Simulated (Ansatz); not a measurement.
# CH6BFO: the cost of one run

Method: RKS r2SCAN-D4/def2-SVP, in Ansatz 0.2.0.

## Step 1: Starting point

Bond lengths: B1–O2 1.760 Å, O2–H3 1.010 Å, B1–F4 1.320 Å, B1–C5 1.600 Å, C5–H6 1.110 Å, C5–H7 1.110 Å, C5–H8 1.110 Å. Angles: B1–O2–H3 109.5°, O2–B1–F4 120.0°, O2–B1–C5 120.0°, F4–B1–C5 120.0°, B1–C5–H6 109.5°, B1–C5–H7 109.5°, B1–C5–H8 109.5°, H6–C5–H7 109.4°, H6–C5–H8 109.4°, H7–C5–H8 109.4°.

Structure file:

```xyz
10

B     0.0000    0.0000    0.0000
O     0.0000    0.0000    1.7600
H    -0.9095   -0.2814    2.0971
F     1.1431    0.0000   -0.6600
C    -1.3856    0.0000   -0.8000
H    -1.9458   -0.9305   -0.5708
H    -1.9898    0.8797   -0.4946
H    -1.1839    0.0508   -1.8903
H     0.0668    1.4124    0.4698
H     0.0544    1.1498    1.3187
```

## Step 2: Pulling towards end A

Springs on the bonds that form and break draw the guess towards this end; the thresholds are loose.

File input.yaml:

```yaml
crystal:
  periodic: [false, false, false]
  atoms:
    - { symbol: B, position_ang: [0.0, 0.0, 0.0] }
    - { symbol: O, position_ang: [0.0, 0.0, 1.76] }
    - { symbol: H, position_ang: [-0.9095, -0.2814, 2.0971] }
    - { symbol: F, position_ang: [1.1431, 0.0, -0.66] }
    - { symbol: C, position_ang: [-1.3856, 0.0, -0.8] }
    - { symbol: H, position_ang: [-1.9458, -0.9305, -0.5708] }
    - { symbol: H, position_ang: [-1.9898, 0.8797, -0.4946] }
    - { symbol: H, position_ang: [-1.1839, 0.0508, -1.8903] }
    - { symbol: H, position_ang: [0.0668, 1.4124, 0.4698] }
    - { symbol: H, position_ang: [0.0544, 1.1498, 1.3187] }
basis:
  gaussian: { orbitals: def2-SVP }
hamiltonian:
  xc: r2scan
  dispersion: d4
relax:
  f_tol: 0.15
  max_steps: 25
  restrain:
    - { distance: [0, 8], at: 2.39, k: 30.0 }
    - { distance: [9, 1], at: 2.21, k: 30.0 }
    - { distance: [0, 1], at: 1.41, k: 30.0 }
    - { distance: [9, 8], at: 0.66, k: 30.0 }
```

Launch:

```bash
> ansatz run input.yaml --threads 2 --pin off --max-ram 3072MiB --backend cpu --events-out ev --progress --plain --runs-dir out
```

**Question.** How long does this run take on 2 threads of Intel Xeon Platinum 8488C (Sapphire Rapids), shared host, and how much memory does it need?

About 15 s, with a peak of 0.18 GiB.
